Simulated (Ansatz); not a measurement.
# LiRu: the cost of one run

Program: Ansatz 0.2.0. Level of theory: DFT PBE, scalar-relativistic, plane waves, PAW. These are calculated values, not measurements.

### 1 The starting structure

The structure is tetragonal, space group P4/mmm (No. 123). Conventional cell: a = 2.716 Å, b = 2.716 Å, c = 3.560 Å, α = 90.00°, β = 90.00°, γ = 90.00°. Around Li (site symmetry 4/mmm) lie 8 Ru at 2.62 Å and 4 Li at 2.72 Å. Ru (site symmetry 4/mmm) is surrounded by 8 Li at 2.62 Å and 4 Ru at 2.72 Å.

As a file:

```xyz
2
Lattice="2.7158 0.0000 0.0000 0.0000 2.7158 0.0000 0.0000 0.0000 3.5597" Properties=species:S:1:pos:R:3 pbc="T T T"
Li    1.3579    1.3579    1.7798
Ru    0.0000    0.0000    0.0000
```

(A quick probe on a coarse mesh, which set the mesh and smearing, is not shown.)

### 3 Coarse relaxation

input.yaml

```yaml
crystal:
  lattice:
    - [2.7158355317, 0.0, 0.0]
    - [0.0, 2.7158355317, 0.0]
    - [0.0, 0.0, 3.5596844291]
  atoms:
    - { symbol: Li, position: [0.5, 0.5, 0.5] }
    - { symbol: Ru, position: [0.0, 0.0, 0.0] }
basis:
  ecutwfc: 420
kpoints:
  mp_grid: { grid: [6, 6, 6] }
hamiltonian:
  xc: pbe
scf:
  occupations: { method: gaussian, width: 0.1 }
  lower_state_search: "off"
output:
  forces: true
  stress: true
  eigenvalues: true
relax:
  adjacent_minimum: "off"
  f_tol: 0.04
  max_steps: 70
  cell: { stress_tol: 0.4 }
```

Started as:

```sh
> ansatz run input.yaml --threads 1 --pin off --max-ram 2560MiB --backend cpu --events-out ev --progress --plain --runs-dir out
```

**Question.** How long does this run take on 1 thread of Intel Xeon 6975P-C (Granite Rapids), shared host, and how much memory does it need?

About 6 s, with a peak of 0.35 GiB.
